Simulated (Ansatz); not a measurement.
# CH5NOSSi: one species, many methods

One table from this session's results is given with a row withheld; the runs are named, their logs left out.

The runs use Ansatz 0.2.0, Gaussian basis; functionals in def2-TZVPP, the program's frozen cores in correlated methods.

Levels to be run: PBE-D4, r2SCAN-D4, PBE0-D4, B3LYP-D4, ωB97X-V, ωB97M-V, B2PLYP; CCSD(T)/def2-TZVPP; MP2/def2-QZVPP; extrapolation to the limit.

## Structure used throughout

An earlier PBE0-D4 in a triple-zeta def2 set relaxation fixed the geometry.

10 atoms, charge 0, spin multiplicity 1.

Atoms are counted from 1 here; the program's logs count them from 0.

Bond lengths: O1–C2 1.335 Å, O1–H6 0.966 Å, C2–S3 1.651 Å, C2–N4 1.339 Å, N4–Si5 1.762 Å, N4–H7 1.010 Å, Si5–H8 1.488 Å, Si5–H9 1.478 Å, Si5–H10 1.478 Å. Angles: C2–O1–H6 106.6°, O1–C2–S3 123.7°, O1–C2–N4 113.0°, S3–C2–N4 123.3°, C2–N4–Si5 120.8°, C2–N4–H7 116.3°, Si5–N4–H7 122.9°, N4–Si5–H8 102.2°, N4–Si5–H9 111.1°, N4–Si5–H10 111.2°, H8–Si5–H9 109.9°, H8–Si5–H10 109.9°, H9–Si5–H10 112.1°.

Set-up of the first run:

The input, in.yaml:

```yaml
crystal:
  periodic: [false, false, false]
  atoms:
    - {symbol: O, position_ang: [-1.797418, 1.433184, 0.288443]}
    - {symbol: C, position_ang: [-0.725264, 0.676837, 0.533583]}
    - {symbol: S, position_ang: [-0.043240, 0.510697, 2.027586]}
    - {symbol: N, position_ang: [-0.255870, 0.063664, -0.559974]}
    - {symbol: Si, position_ang: [1.155720, -0.986512, -0.469735]}
    - {symbol: H, position_ang: [-2.055887, 1.827805, 1.131617]}
    - {symbol: H, position_ang: [-0.754795, 0.239993, -1.420778]}
    - {symbol: H, position_ang: [1.306004, -1.432353, -1.880946]}
    - {symbol: H, position_ang: [0.898404, -2.152014, 0.402174]}
    - {symbol: H, position_ang: [2.355446, -0.232501, -0.049071]}
basis:
  gaussian: {orbitals: def2-TZVPP}
hamiltonian: {xc: pbe, dispersion: d4}
output: {forces: true, orbitals: {seedname: orbitals}}
```

Started as:

```sh
ansatz run in.yaml --threads 4 --pin off --events-out ev --progress --plain --max-ram 10444MiB
```

Among the steps run: PBE-D4 (GGA); r2SCAN-D4 (meta-GGA); PBE0-D4 (hybrid); B3LYP-D4 (hybrid); ωB97X-V (range-separated); ωB97M-V (range-separated); B2PLYP (double hybrid); CCSD(T) in def2-TZVPP; MP2 in def2-QZVPP.

One table of the session follows, with a row left open; its other results are not shown here.

```
            method  atomisation energy (kJ/mol)
            PBE-D4                       3678.5
         r2SCAN-D4                       3592.1
           PBE0-D4                       3582.1
          B3LYP-D4                       3582.7
           ωB97X-V                       3604.4
           ωB97M-V                            ?
            B2PLYP                       3534.6
     HF/def2-TZVPP                       2426.3
    MP2/def2-TZVPP                       3534.2
   CCSD/def2-TZVPP                       3384.5
CCSD(T)/def2-TZVPP                       3457.3
           MP2/CBS                       3654.1
       CCSD(T)/CBS                       3577.2
```

Estimate the missing values for ωB97M-V.

**Answer.** atomisation energy (kJ/mol): 3603.7. In the column «atomisation energy (kJ/mol)» it lies between r2SCAN-D4 (3592.1) and ωB97X-V (3604.4).
